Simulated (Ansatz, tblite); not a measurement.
# The cluster Be10: a ladder of methods and basis sets

How do method and basis change the picture of the cluster Be10 (singlet)?

Computed with Ansatz 0.2.0, Gaussian basis. Level: as each input shows.

Levels to be run: GFN1-xTB, GFN2-xTB, PBE/def2-TZVP, r2SCAN/def2-TZVP, r2SCAN0/def2-TZVP, B97M-V/def2-TZVP, B2PLYP/def2-TZVP, CAM-B3LYP/def2-TZVP, B3LYP/def2-TZVP, LC-ωPBE/def2-TZVP, HSE06/def2-TZVP, PBE/def2-SVP, PBE0/def2-SVP, HF/6-31G, B3LYP/6-31G, PBE0/def2-TZVPD, PBE/def2-TZVPD, r2SCAN/def2-TZVPD, CCSD(T)/def2-TZVPP, MP2/def2-TZVP, RPA/def2-TZVP.

2 further runs of the same task are left out: 1 that didn't finish, 1 set aside as unsound or not needed. Runs told in other sessions of the task aren't counted.

## Step 1: The structure

The singlet was relaxed beforehand with PBE0/def2-SVP. At that level it is the lowest of the isomers that a small search found.

10 atoms, charge 0, spin multiplicity 1.

Bond lengths: Be1–Be3 2.231 Å, Be1–Be5 2.227 Å, Be1–Be6 2.068 Å, Be1–Be7 2.068 Å, Be1–Be9 2.099 Å, Be2–Be4 2.099 Å, Be2–Be6 2.099 Å, Be2–Be7 2.100 Å, Be2–Be10 2.100 Å, Be3–Be4 2.068 Å, Be3–Be6 2.068 Å, Be3–Be8 2.231 Å, Be3–Be9 2.098 Å, Be4–Be6 2.231 Å, Be4–Be8 2.069 Å, Be4–Be10 2.229 Å, Be5–Be7 2.069 Å, Be5–Be8 2.227 Å and more. Angles: Be3–Be1–Be5 90.0°, Be3–Be1–Be6 57.3°, Be3–Be1–Be7 102.9°, Be3–Be1–Be9 57.9°, Be5–Be1–Be6 102.9°, Be5–Be1–Be7 57.4°, Be5–Be1–Be9 58.0°, Be6–Be1–Be7 65.2°, Be6–Be1–Be9 111.6°, Be7–Be1–Be9 111.7°, Be4–Be2–Be6 64.2°, Be4–Be2–Be7 97.3°, Be4–Be2–Be10 64.1°, Be6–Be2–Be7 64.1°, Be6–Be2–Be10 97.3°, Be7–Be2–Be10 64.1°, Be1–Be3–Be4 102.9°, Be1–Be3–Be6 57.4° and more.

PBE0/def2-TZVP was run before; its log isn't repeated, and its numbers join the tables.

## Step 2: GFN1-xTB

Tight binding, by tblite at 300 K electronic temperature and without a spin-polarisation term:

```python
tblite.interface.Calculator('GFN1-xTB', numbers, positions, charge=0, uhf=0).singlepoint()
```

Energy -203.7483 eV, HOMO -7.49 eV, LUMO -6.33 eV; 0.009 s.

## Step 3: GFN2-xTB

Tight binding, by tblite at 300 K electronic temperature and without a spin-polarisation term:

```python
tblite.interface.Calculator('GFN2-xTB', numbers, positions, charge=0, uhf=0).singlepoint()
```

Energy -161.5436 eV, HOMO 3.00 eV, LUMO 3.35 eV; 0.045 s.

## Step 4: PBE/def2-TZVP

start.molden holds the orbitals of an earlier run on this state, given as this run's starting guess.

in.yaml reads:

```yaml
crystal:
  periodic: [false, false, false]
  atoms:
    - {symbol: Be, position_ang: [0.470990, 1.573549, -0.701607]}
    - {symbol: Be, position_ang: [-1.645168, -1.134002, -0.982577]}
    - {symbol: Be, position_ang: [1.671686, -0.301289, -0.552953]}
    - {symbol: Be, position_ang: [0.226942, -1.752133, -0.262433]}
    - {symbol: Be, position_ang: [-0.428133, 1.155242, 1.292713]}
    - {symbol: Be, position_ang: [0.016712, -0.131113, -1.781307]}
    - {symbol: Be, position_ang: [-1.470212, 0.896203, -0.475605]}
    - {symbol: Be, position_ang: [0.768615, -0.716411, 1.444428]}
    - {symbol: Be, position_ang: [1.648539, 1.132101, 0.979510]}
    - {symbol: Be, position_ang: [-1.259980, -0.722137, 1.039821]}
basis:
  gaussian: {orbitals: def2-TZVP, initial_orbitals: start.molden}
hamiltonian: {xc: pbe}
scf: {omitted_lower_state_checks: [starts]}
output: {orbitals: {seedname: orbitals}}
```

Started as:

```console
ansatz run in.yaml --threads 4 --pin off --events-out ev --progress --plain --max-ram 3916MiB
```

The runs that follow: r2SCAN/def2-TZVP; r2SCAN0/def2-TZVP; B97M-V/def2-TZVP; B2PLYP/def2-TZVP; CAM-B3LYP/def2-TZVP; B3LYP/def2-TZVP; LC-ωPBE/def2-TZVP; HSE06/def2-TZVP; PBE/def2-SVP; PBE0/def2-SVP; HF/6-31G; B3LYP/6-31G; PBE0/def2-TZVPD; PBE/def2-TZVPD; r2SCAN/def2-TZVPD; CCSD(T)/def2-TZVPP; MP2/def2-TZVP; RPA/def2-TZVP.

**Question.** What will the summary of the whole plan be? Wanted: gap in def2-TZVP, named functionals, smallest and largest; correlation energy, CCSD(T)/def2-TZVPP; correlation energy, MP2/def2-TZVP; binding an atom, functionals in def2-TZVP; PBE0 total energy, smallest basis above largest.

As calculated:

```
                                                 quantity                                 value
gap in def2-TZVP, named functionals, smallest and largest      1.25 eV (PBE), 5.54 eV (LC-ωPBE)
                   correlation energy, CCSD(T)/def2-TZVPP                             -25.18 eV
                        correlation energy, MP2/def2-TZVP                             -23.34 eV
                binding an atom, functionals in def2-TZVP  1.69 (CAM-B3LYP) to 2.16 eV (r2SCAN)
          PBE0 total energy, smallest basis above largest        4.35 eV (def2-SVP, def2-TZVPD)
```

In words: Over the named functionals in def2-TZVP the gap runs from 1.25 eV (PBE) to 5.54 eV (LC-ωPBE); exact exchange widens it. Notes on CCSD(T)/def2-TZVPP: large T1 diagnostic.
